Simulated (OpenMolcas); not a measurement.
**Ti²⁺ among point charges: CASSCF levels and susceptibility**

How does a field of 6 point charges split the states of Ti²⁺, and what χT follows?

The numbers are computed with OpenMolcas 26.06 (state-averaged CASSCF, spin-orbit coupling by RASSI with atomic mean-field integrals), except any that are marked as measured or tabulated.

1 further run of the same task is left out (it didn't finish).

### Step 1. The atom as given

* Species: Ti²⁺ (titanium, Z = 22, 20 electrons)
* Basis: ANO-RCC-VDZP [5s4p2d1f], 34 functions
* Scalar Hamiltonian: DKH2, point nucleus
* Inactive shells: 1s 2s 2p 3s 3p
* Active space: 2 electrons in 5 orbitals (3d)
* Some configurations of this space: 3d2
* Orbitals: optimised for each spin and parity, averaged over all roots

Outer shells as boxes (Hund's rule):

3d2
```
3d [↑ ][↑ ][  ][  ][  ]
```

The ion sits among 6 point charges of -2 e arranged as an octahedron (Oh), 1.77 Å from the ion. The active orbitals were held to one l.

Each step is its own input file, run in one work folder so that later steps find the files of earlier ones. Labels, J, g values, rates, χT and fits are worked out afterwards by a script from the matrices that RASSI stores. The input lists half of the charges; inversion (Group=XYZ) makes the rest.

### Step 2. Basis and integrals

a.inp reads:

```
&GATEWAY
Coord
1

Ti 0.0 0.0 0.0
Basis=ANO-RCC-VDZP
Group=XYZ
NoMove
AngMom=0.0 0.0 0.0
AMFI
XField
3 Angstrom 0
1.770000 0.000000 0.000000 -2.000000
0.000000 1.770000 0.000000 -2.000000
0.000000 0.000000 1.770000 -2.000000
&SEWARD
```

Run with:

```sh
OMP_NUM_THREADS=1 MOLCAS_MEM=1689 MOLCAS_PROJECT=a pymolcas a.inp > a.log
```

### Step 3. CASSCF: triplets of even parity, 10 roots

a.inp reads:

```
&RASSCF
FileOrb=start.orb
Symmetry=1
Spin=3
nActEl=2 0 0
Inactive=3 6
Ras2=5 0
CIRoot=10 10 1
SDav=10
CIMx=300
Iter=120 100
PrWF=0.3
OrbListing=Nothing
MaxOrb=0
SupSym
1
10 4 5 6 7 8 11 12 13 14 15
0
>>> COPY $Project.JobIph JOB001
```

start.orb holds the contracted functions of the basis, ordered by shell, or the orbitals of the step before.

### Step 4. CASSCF: singlets of even parity, 15 roots

a.inp reads:

```
&RASSCF
FileOrb=start.orb
Symmetry=1
Spin=1
nActEl=2 0 0
Inactive=3 6
Ras2=5 0
CIRoot=15 15 1
SDav=15
CIMx=300
Iter=120 100
PrWF=0.3
OrbListing=Nothing
MaxOrb=0
SupSym
1
10 4 5 6 7 8 11 12 13 14 15
0
>>> COPY $Project.JobIph JOB002
```

### Step 5. State interaction with spin-orbit coupling

a.inp reads:

```
&RASSI
NrOfJobIphs=2 10 15
1 2 3 4 5 6 7 8 9 10
1 2 3 4 5 6 7 8 9 10 11 12 13 14 15
IphNames
JOB001
JOB002
EJob
SpinOrbit
DIPRint=1.0
SOCoupling=1000.0
Subsets=2
Property=9
'ANGMOM' 1 'ANGMOM' 2 'ANGMOM' 3 'MLTPL  1' 1 'MLTPL  1' 2 'MLTPL  1' 3
'AMFI' 1 'AMFI' 2 'AMFI' 3
SOProperty=3
'ANGMOM' 1 'ANGMOM' 2 'ANGMOM' 3
```

Q: Predict the outcome of this session. Wanted: spin-free ground state; first state of the same spin within the active space; lowest level; next level.

**Answer**, as computed:

```
                                            quantity                            value
                                              method                           CASSCF
                              spin-free ground state  3T1, 3-fold in its orbital part
first state of the same spin within the active space                3T2 at 20400 cm⁻¹
                                        lowest level   2-fold E, g = 0.00, 0.00, 0.00
                                          next level                         0.7 cm⁻¹
                                         χT at 300 K                   1.19 cm³ K/mol
                           effective moment at 300 K                          3.09 μB
```

The spin-free ground state (3T1) comes to 89 % from free-ion F terms and keeps the highest spin of the shell. χT at 300 K is 1.19, against 1.00 cm³ K/mol for the spin alone, so orbital moment adds to it. A ligand-field fit to the states below 45000 cm-1 gives 10Dq = 22815 cm-1, B = 685 cm-1 and C = 2314 cm-1 (C/B = 3.38), with a deviation of 387 cm-1. The field of point charges can differ much from that of real complexes. This is an electrostatic model: the charges have no orbitals.
